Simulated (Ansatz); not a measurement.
**CH5Cl2GaSe: a ladder of functionals and wavefunction methods**

The task here is to estimate one member of a computed series from the others.

Method: functionals in def2-TZVPP, the program's frozen cores in correlated methods; program: Ansatz 0.2.0, Gaussian basis.

Plan: LDA (SPW92), PBE-D4, revPBE-D4, BLYP-D4, r2SCAN-D4, B97M-V, PBE0-D4, B3LYP-D4, r2SCANh-D4, r2SCAN0-D4, HSE06-D4, BHLYP-D4, CAM-B3LYP-D4, LC-ωPBE, ωB97X-V, ωB97M-V, B2PLYP, PBE-QIDH; CCSD(T)/def2-SVP; MP2/def2-TZVPP; MP2/def2-QZVPP; RPA on PBE.

## The geometry

The geometry comes from an earlier relaxation with PBE0-D4 in a triple-zeta def2 set; it is a stationary point, not always the lowest conformer.

SMILES `[CH3][Ga-]([Cl])([Cl])[SeH2+]`, 10 atoms, charge 0, spin multiplicity 1.

Atoms are counted from 1 here; the program's logs count them from 0.

Bond lengths: C1–Ga2 1.955 Å, C1–H6 1.092 Å, C1–H7 1.091 Å, C1–H8 1.091 Å, Ga2–Cl3 2.173 Å, Ga2–Cl4 2.173 Å, Ga2–Se5 2.699 Å, Se5–H9 1.470 Å, Se5–H10 1.470 Å. Angles: Ga2–C1–H6 109.1°, Ga2–C1–H7 110.6°, Ga2–C1–H8 110.6°, H6–C1–H7 108.4°, H6–C1–H8 108.4°, H7–C1–H8 109.6°, C1–Ga2–Cl3 120.1°, C1–Ga2–Cl4 120.1°, C1–Ga2–Se5 106.6°, Cl3–Ga2–Cl4 113.5°, Cl3–Ga2–Se5 93.9°, Cl4–Ga2–Se5 94.0°, Ga2–Se5–H9 97.7°, Ga2–Se5–H10 97.8°, H9–Se5–H10 91.6°.

As a file:

```
C    -1.3852   -0.6508   -0.0184
Ga    0.5491   -0.7978   -0.2604
Cl    1.7648   -1.7878    1.2440
Cl    1.3926   -0.9005   -2.2600
Se    1.5764    1.6449    0.2519
H    -1.8443   -1.6215   -0.2154
H    -1.6232   -0.3580    1.0049
H    -1.8048    0.0767   -0.7143
H     0.8445    1.9086    1.4992
H     0.6132    2.4350   -0.5287
```

Set-up of the first run:

The input, in.yaml:

```yaml
crystal:
  periodic: [false, false, false]
  atoms:
    - {symbol: C, position_ang: [-1.385202, -0.650833, -0.018398]}
    - {symbol: Ga, position_ang: [0.549053, -0.797762, -0.260388]}
    - {symbol: Cl, position_ang: [1.764811, -1.787774, 1.243961]}
    - {symbol: Cl, position_ang: [1.392627, -0.900470, -2.260013]}
    - {symbol: Se, position_ang: [1.576392, 1.644872, 0.251883]}
    - {symbol: H, position_ang: [-1.844340, -1.621527, -0.215359]}
    - {symbol: H, position_ang: [-1.623184, -0.358021, 1.004929]}
    - {symbol: H, position_ang: [-1.804812, 0.076655, -0.714304]}
    - {symbol: H, position_ang: [0.844486, 1.908607, 1.499241]}
    - {symbol: H, position_ang: [0.613169, 2.434953, -0.528651]}
basis:
  gaussian: {orbitals: def2-TZVPP}
hamiltonian: {xc: lda}
output: {orbitals: {seedname: orbitals}}
```

Launch:

```sh
$ ansatz run in.yaml --threads 4 --pin off --events-out ev --progress --plain --max-ram 11315MiB
```

Among the steps run: LDA; PBE-D4 (GGA); revPBE-D4 (GGA); BLYP-D4 (GGA); r2SCAN-D4 (meta-GGA); B97M-V (meta-GGA); B3LYP-D4 (hybrid); r2SCANh-D4 (hybrid); r2SCAN0-D4 (hybrid); HSE06-D4 (hybrid); BHLYP-D4 (hybrid); CAM-B3LYP-D4 (range-separated); LC-ωPBE (range-separated); ωB97X-V (range-separated); ωB97M-V (range-separated); B2PLYP (double hybrid); PBE-QIDH (double hybrid).

One of the session's tables, all rows but one given; the rest of the session is left out.

It belongs to the step «Frontier levels by functional». 

| functional | HOMO (eV) | gap (eV) |
| --- | --- | --- |
| LDA (SPW92) | -6.95 | 4.91 |
| PBE-D4 | -6.79 | 4.87 |
| revPBE-D4 | -6.74 | 4.87 |
| BLYP-D4 | -6.64 | 4.80 |
| r2SCAN-D4 | -7.11 | 5.40 |
| B97M-V | -7.18 | 5.42 |
| PBE0-D4 | -8.06 | 7.04 |
| B3LYP-D4 | -7.82 | 6.54 |
| r2SCANh-D4 | -7.57 | 6.20 |
| r2SCAN0-D4 | -8.27 | 7.39 |
| HSE06-D4 | -7.67 | 6.26 |
| BHLYP-D4 | ? | ? |
| CAM-B3LYP-D4 | -9.37 | 9.44 |
| LC-ωPBE | -10.74 | 12.03 |
| ωB97X-V | -10.38 | 11.50 |
| ωB97M-V | -10.23 | 11.18 |

Estimate the missing values for BHLYP-D4.

Worked estimate for «HOMO (eV)». Against the share of exact exchange, BLYP-D4 (0, -6.64), B3LYP-D4 (0.2, -7.82) give a slope of -5.90 per unit share; at 0.5 the line stands at -9.59.

**Answer.** HOMO (eV): -9.19; gap (eV): 9.10. In «HOMO (eV)» the line misses by -0.40.
